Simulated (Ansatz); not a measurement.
## CH6AgNS, SMILES C[S][Ag-][NH3+]: an atomisation energy, step by step

With the Ansatz DFT code, driven from Python.

Contents of `ch6agns.xyz`:
```text
10

C    -0.07600    1.29040   -1.11990
S     1.51280    0.81850   -0.55550
Ag    1.62320   -0.74070    0.74520
N    -0.08710   -1.34700    1.10490
H    -0.61340    0.48020   -1.66960
H    -0.74210    1.65890   -0.26430
H     0.00710    2.19120   -1.82850
H    -0.15210   -2.14440    1.76780
H    -0.75040   -0.58670    1.56350
H    -0.63880   -1.67150    0.25940
```

The cells in order, each with its output:

In [1]:
```python
from collections import Counter

import ansatz as az
```

In [2]:
```python
def single_point(molecule, charge=0, unpaired=0):
    calc = molecule.calculation().basis(gaussian="def2-SVP").functional("pbe0", dispersion="d3bj")
    if charge:
        calc = calc.charge(charge)
    if unpaired:
        calc = calc.spin("collinear", total=unpaired)
    report = calc.run().report
    if report["published_state_doubts"]:
        print("  doubts:", report["published_state_doubts"])
    return report["free_energy_ev"]
```

In [3]:
```python
geometry = az.Crystal.molecule_from_extxyz("ch6agns.xyz")
```

In [4]:
```python
# unpaired electrons of the ground-state atoms
unpaired = {"C": 2, "S": 2, "Ag": 1, "N": 3, "H": 1}
counts = Counter(site.symbol for site in geometry.cartesian_sites)
atom_energy = {s: single_point(az.Crystal.molecule().atom(s, (0, 0, 0)), 0, unpaired[s]) for s in counts}
whole = single_point(geometry, 0, 0)
for s, e in atom_energy.items():
    print(f"{s:2s} x{counts[s]}  {e:14.5f} eV")
print(f"CH6AgNS: {whole:.5f} eV")
split = sum(counts[s] * e for s, e in atom_energy.items()) - whole
print(f"atomisation energy (no zero-point term): {23.060548 * split:.1f} kcal/mol, {split / sum(counts.values()):.3f} eV an atom")
```
```text
C  x1     -1027.52001 eV
S  x1    -10825.72021 eV
Ag x1     -3998.17696 eV
N  x1     -1482.44855 eV
H  x6       -13.61361 eV
CH6AgNS: -17444.74998 eV
atomisation energy (no zero-point term): 673.4 kcal/mol, 2.920 eV an atom
```

673.4 kcal/mol from the electronic energies, without the zero-point term.

What to keep in mind:
- Total energies depend on the basis set; only differences at equal settings carry meaning.
- The geometry is a force-field or estimated start, not a minimum of this method, and the basis set is short of its limit. All parts are taken at fixed geometry, without zero-point energy.
- def2 sets replace the cores of elements past krypton by effective core potentials.
- The spin-orbit lowering of heavy atoms is left out.
- The whole script took 9.8 s on 1 thread of Arm Neoverse N1, on a shared host, peak memory 0.27 GiB.
